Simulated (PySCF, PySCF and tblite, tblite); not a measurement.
# C₅H₇NO: conformers and averaged spectra, part 2 of 2

PySCF and tblite. Atoms count from 0. The steps go on from the part before.

## Step 6: Couplings, conformer 2: B3LYP/6-31G*+pcJ-1

The job: settings as JSON, then the geometry in Å.

```
{"job": {"xc": "B3LYP", "basis": {"default": "6-31G*", "H": "pcJ-1"}, "nuclei": ["H", "F", "P", "Si", "B"], "kind": "j"}, "charge": 0, "multiplicity": 1}
C     -1.955787     0.758515    -0.336444
C     -1.017613    -0.145659    -0.223739
C     -0.461431    -1.299704     0.471997
C      0.273358    -0.660353    -0.707840
C      1.541891     0.096461    -0.473413
N      1.507204     0.956191     0.576607
O      2.533987    -0.062390    -1.149072
H     -1.917342     1.522156    -1.096251
H     -2.813163     0.766997     0.317516
H     -0.906121    -2.272249     0.316264
H     -0.041878    -1.170410     1.460310
H      0.298671    -1.216157    -1.637192
H      2.314817     1.531942     0.745313
H      0.642729     1.194188     1.029809
```

Output:

```text
coarse grid: 11920 points
cycle   1  E = -324.5562591970  dE =  1.301e+00  |g| = 9.026e-01  |ddm| = 3.532e+00
cycle   2  E = -323.8941856944  dE =  6.621e-01  |g| = 1.980e+00  |ddm| = 3.187e+00
cycle   3  E = -324.7098803368  dE = -8.157e-01  |g| = 2.869e-01  |ddm| = 2.592e+00
cycle   4  E = -324.7276332822  dE = -1.775e-02  |g| = 9.777e-02  |ddm| = 3.426e-01
cycle   5  E = -324.7294650392  dE = -1.832e-03  |g| = 3.159e-02  |ddm| = 8.382e-02
cycle   6  E = -324.7296935218  dE = -2.285e-04  |g| = 6.457e-03  |ddm| = 2.924e-02
cycle   7  E = -324.7297016932  dE = -8.171e-06  |g| = 2.841e-03  |ddm| = 7.306e-03
final grid: 115848 points
cycle   8  E = -324.6725523929  dE = -2.649e-05  |g| = 8.883e-03  |ddm| = 2.580e-02
cycle   9  E = -324.6725193689  dE =  3.302e-05  |g| = 1.518e-02  |ddm| = 1.887e-02
cycle  10  E = -324.6725698723  dE = -5.050e-05  |g| = 2.487e-03  |ddm| = 1.356e-02
cycle  11  E = -324.6725711202  dE = -1.248e-06  |g| = 3.818e-04  |ddm| = 2.374e-03
cycle  12  E = -324.6725711448  dE = -2.466e-08  |g| = 1.960e-04  |ddm| = 4.928e-04
cycle  13  E = -324.6725711541  dE = -9.318e-09  |g| = 4.631e-05  |ddm| = 2.343e-04
cycle  14  E = -324.6725711546  dE = -4.619e-10  |g| = 1.230e-05  |ddm| = 4.690e-05
converged SCF energy = -324.6725711546

Indirect spin-spin couplings (Hz)
  i      j    bonds     total        FC       PSO       DSO        SD
  7 H    8 H    2     -1.457    -0.776     2.872    -3.553         -
  7 H    9 H    4     -3.763    -3.146     1.071    -1.688         -
  7 H   10 H    4     -3.814    -3.206     1.066    -1.674         -
  7 H   11 H    4     -2.393    -2.161     0.360    -0.592         -
  7 H   12 H    6     -0.238     0.025     0.549    -0.812         -
  7 H   13 H    6      0.223     0.099    -0.397     0.522         -
  8 H    9 H    4     -2.975    -2.687     0.451    -0.739         -
  8 H   10 H    4     -2.652    -2.393     0.396    -0.654         -
  8 H   11 H    4     -3.167    -2.584     1.031    -1.615         -
  8 H   12 H    6     -0.362     0.002     0.786    -1.150         -
  8 H   13 H    6      0.152     0.086    -0.259     0.324         -
  9 H   10 H    2    -12.531   -12.005     2.301    -2.827         -
  9 H   11 H    3     11.039    10.954     0.212    -0.127         -
  9 H   12 H    5     -0.758    -0.222     1.258    -1.794         -
  9 H   13 H    5     -0.373    -0.033     0.890    -1.230         -
 10 H   11 H    3      4.623     5.331     1.846    -2.554         -
 10 H   12 H    5     -0.338    -0.007     0.769    -1.100         -
 10 H   13 H    5      0.744     0.064    -1.370     2.050         -
 11 H   12 H    4      1.581     2.330     1.550    -2.299         -
 12 H   13 H    2      5.039     5.737     4.917    -5.615         -
```

Wall time 19 s (1 thread of Arm Neoverse V2, shared host); peak memory 0.83 GiB.

This run: HOMO -6.60 eV, LUMO -0.21 eV; dipole 3.66 D.

## Step 7: Boltzmann average: properties at PBE0/pcSseg-1

The job: settings as JSON, then the geometry in Å.

```
{"job": {"study": "conf", "smiles": "C=C1C[C@@H]1C(N)=O", "search": {"seed": 1159, "n_embed": 90, "ff_keep": 18, "window": 3.0, "nmax": 10, "temps": [220, 260, 298.15, 340, 380], "t_ref": 298.15, "order": 0.002}, "level": {"nmr": {"xc": "PBE0", "basis": "pcSseg-1"}, "j": {"xc": "B3LYP", "basis": {"default": "6-31G*", "H": "pcJ-1"}, "nuclei": ["H", "F", "P", "Si", "B"]}}, "kind": "conf"}, "charge": 0, "multiplicity": 1}
C     -1.452883     0.766901    -1.534045
C     -0.795951     0.774735    -0.404781
C     -0.164523     1.490121     0.691843
C     -0.149178    -0.033936     0.650568
C      1.151731    -0.691939     0.320837
N      1.176300    -2.027252     0.566942
O      2.111659    -0.100908    -0.120932
H     -1.711374    -0.150753    -2.037189
H     -1.760012     1.683747    -2.009987
H     -0.775187     1.980553     1.435904
H      0.785015     1.970341     0.497390
H     -0.786685    -0.582868     1.333511
H      0.364485    -2.535974     0.865511
H      2.005925    -2.543242     0.325889
```

Output:

```text
conformer  sym    E(xTB)   E(DFT)   G(298.15 K)  weight  dipole/D
    1     C1      0.140    0.000    0.000   0.7596    3.618
    2     C1      0.000    0.319    0.682   0.2404    3.917

mean shielding (ppm) by class
class atoms           220 K      260 K   298.15 K      340 K      380 K
  0 C  0             77.191     77.093     77.019     76.954     76.903
  1 C  1             45.547      45.53     45.517     45.505     45.496
  2 C  2            174.719    174.633    174.568     174.51    174.465
  3 C  3            164.941    164.888    164.848    164.812    164.784
  4 C  4              15.34     15.296     15.262     15.233      15.21
  5 N  5            153.766    154.104    154.361    154.587    154.764
  6 O  6            -64.456     -65.87    -66.944    -67.892    -68.632
  7 H  7               25.9     25.892     25.885      25.88     25.876
  8 H  8             25.909     25.903     25.898     25.894      25.89
  9 H  9             30.294     30.288     30.284      30.28     30.277
 10 H  10            29.801     29.822     29.837      29.85     29.861
 11 H  11            29.953     29.941     29.931     29.923     29.916
 12 H  12,13         27.035     27.049      27.06     27.069     27.077
```

It took 74 s on 1 thread of Arm Neoverse V2, shared host. This counts the runs that the step sums up.

The search (ETKDG, MMFF94s, GFN2-xTB) embedded 90 structures, kept 2 distinct ones after the force field and 2 after xTB; 2 were carried on (window 3.0 kcal/mol at the search's own energies). Energies: PBE0/pcSseg-1 with D3(BJ).

The conformers at 298 K:

```csv
no.,group,mirror pair,ΔE xTB,ΔE DFT,ΔG,weight (%),μ (D),C2–C3–C4–O6 (°),O6–C4–N5–H12 (°),"A, B, C (GHz)"
1,C1,no,0.14,0.00,0.00,76.0,3.62,-12,-175,"4.93, 1.88, 1.74"
2,C1,no,0.00,0.32,0.68,24.0,3.92,133,5,"5.18, 1.89, 1.73"
```

Energies in kcal/mol. ΔG holds xTB vibrations and rotation, symmetry numbers and mirror pairs.

Weights (%) by temperature:

```csv
no.,220 K,260 K,298 K,340 K,380 K
1,80.9,78.1,76.0,74.1,72.6
2,19.1,21.9,24.0,25.9,27.4
```

Other ways of weighting, at the same temperature:

```csv
scheme,1,2,mean μ (D)
DFT free energy,76,24,3.69
"DFT energy, symmetry counted",63,37,3.73
DFT energy alone,63,37,3.73
"xTB energy, symmetry counted",44,56,3.79
xTB free energy,59,41,3.74
lowest conformer only,100,0,3.62
equal weights,50,50,3.77
conformers found from three starts alone,100,0,3.62
```

Shifts against references run at the same level (¹⁵N NH3 267.7, ¹H TMS 31.72, ¹³C TMS 186.9, ¹⁷O H2O 336.1 ppm of shielding), by class of atoms, at 298 K:

```csv
atoms,environment,no. 1,no. 2,average
C4,amide carbonyl carbon,171.3,172.8,171.7
C1,fully substituted alkene carbon,141.3,141.9,141.4
C0,terminal =CH2 carbon,109.1,112.5,109.9
C3,three-membered-ring carbon,21.6,23.5,22.1
C2,three-membered-ring carbon,11.6,14.7,12.4
H7,hydrogen on a terminal =CH2 carbon,5.76,6.05,5.83
H8,hydrogen on a terminal =CH2 carbon,5.76,5.99,5.82
"H12, H13",hydrogen on an amide-type nitrogen,4.78,4.28,4.66
H10,hydrogen on a three-membered-ring carbon,2.05,1.34,1.88
H11,hydrogen on a three-membered-ring carbon,1.68,2.12,1.79
H9,hydrogen on a three-membered-ring carbon,1.38,1.59,1.43
N5,amide-type nitrogen,116.2,104.3,113.4
O6,amide-type carbonyl oxygen,391.0,440.9,403.0
```

Couplings (Hz, B3LYP/6-31G*+pcJ-1; one pair named for each class), from conformers that hold 100 % of the weight:

```csv
pair,bonds,no. 1,no. 2,average
H9–H10,2,-12.3,-12.5,-12.3
H12–H13,2,5.6,5.0,5.4
H7–H8,2,-2.2,-1.5,-2.0
H9–H11,3,8.8,11.0,9.3
H10–H11,3,4.5,4.6,4.6
H7–H10,4,-4.0,-3.8,-4.0
H7–H9,4,-3.9,-3.8,-3.8
H8–H11,4,-3.6,-3.2,-3.5
H8–H10,4,-3.2,-2.6,-3.0
H8–H9,4,-2.9,-3.0,-2.9
H7–H11,4,-2.4,-2.4,-2.4
```

Effective distances for nuclear Overhauser effects, ⟨r⁻⁶⟩^(−1/6) over all pairs of two classes (Å): H9···H10 1.82; H7···H8 1.84; H9···H11 2.56; H11···H12 2.67; H10···H11 3.11; H10···H12 3.42; H7···H11 3.53; H8···H10 3.58.

## Step 8: Summary of results

This closing draws on all 2 parts.

```
                           quantity                                                value
                         conformers  2; the first in weight is no. 1 (C1), 76 % at 298 K
            root-mean-square dipole                                               3.69 D
averaged ¹³C shifts (PBE0/pcSseg-1)                  171.7, 141.4, 109.9, 22.1, 12.4 ppm
 averaged ¹H shifts (PBE0/pcSseg-1)               5.83, 5.82, 4.66, 1.88, 1.79, 1.43 ppm
```

Conformer 1 leads with 76 % at 298 K, and its share goes from 81 % at 220 K to 73 % at 380 K. xTB puts no. 2 lowest, DFT no. 1. Among conformers over 5 %, H10 differs by 0.71 ppm, while the average moves by 0.06 ppm from 220 to 380 K. Where an open-chain amide-type bond turns slowly on the NMR time scale, such averages don't hold. Protons on O, N, S or Se exchange and bind to solvent, so their values hold for the lone molecule only.
